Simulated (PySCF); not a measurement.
# A diatomic session: WBr+

One table from this session's results is given with a row withheld; the runs are named, their logs left out.

The runs use PySCF 2.14.0; W def2-TZVPPD with ECP60, Br def2-TZVPPD, scalar-relativistic core potentials.

Set-up of the first run:

The job is set up so:

```yaml
atoms: W, Br
charge: 1
basis: W def2-TZVPPD with ECP60, Br def2-TZVPPD
Hamiltonian: scalar-relativistic core potentials
basis_functions: 116
electrons_treated: 48
masses_in_u: 183.9509, 78.9183
levels: PBE0, PBE, r²SCAN, BHandHLYP, PW91, B2PLYP, r²SCAN0, B3LYP, ωB97X, HF, MP2, SCS-MP2
grid: 80 radial by 434 angular points
occupations: held fixed by the projection of orbital angular momentum
dissociation_limit: W+ + Br, each in its ground configuration
starting_distance_in_angstrom: 2.500
values_of_2S_to_try: 0, 2, 4, 6, 8
```

Run with:

```
$ OMP_NUM_THREADS=2 python dia.py task.json out
```

Steps of the session up to this table: Input; The PBE0 curve of the state that the search chose; Higher solutions at PBE0; PBE (GGA); r²SCAN (meta-GGA); BHandHLYP (global hybrid GGA); PW91 (GGA); B2PLYP (double hybrid); r²SCAN0; B3LYP; ωB97X; ROHF.

One table of the session follows, with a row left open; its other results are not shown here.

Energy (eV) from each level's lowest point:

```
R (Å)   ROHF  ROHF-MP2  ROHF-SCS-MP2    PBE   PW91
1.988  2.216     1.509         1.645  1.699  1.703
2.080  1.083     0.600         0.692  0.747  0.749
2.172      ?         ?             ?      ?      ?
2.242  0.148     0.003         0.029  0.053  0.053
2.311  0.019     0.000         0.000  0.000  0.000
2.380  0.000     0.095         0.071  0.041  0.041
2.473  0.098     0.330         0.276  0.199  0.199
2.588  0.355     0.731         0.643  0.497  0.497
2.727  0.777     1.290         1.166  0.925  0.926
2.912  1.422     2.058         1.892  1.510  1.512
```

Q: Estimate the row for R (Å) = 2.172 from the others.

Worked estimate for «ROHF». A straight line through the neighbours (2.080, 1.083) and (2.242, 0.148) gives 1.083 + (0.148 − 1.083) × (2.172 − 2.080) / (2.242 − 2.080) = 0.552; a parabola fitted to 4 rows on both sides gives 0.401.

The run gave: ROHF: 0.420; ROHF-MP2: 0.138; ROHF-SCS-MP2: 0.192; PBE: 0.233; PW91: 0.234. In «ROHF» the line misses by +0.132 and the parabola by -0.019.

Limits of these values: Lowest PBE0 solution found, without spin–orbit coupling: ⁵Π (quintet), unpaired electrons σ ↑, π ↑, δ ↑↑. With spin–orbit coupling the term label itself may not hold.
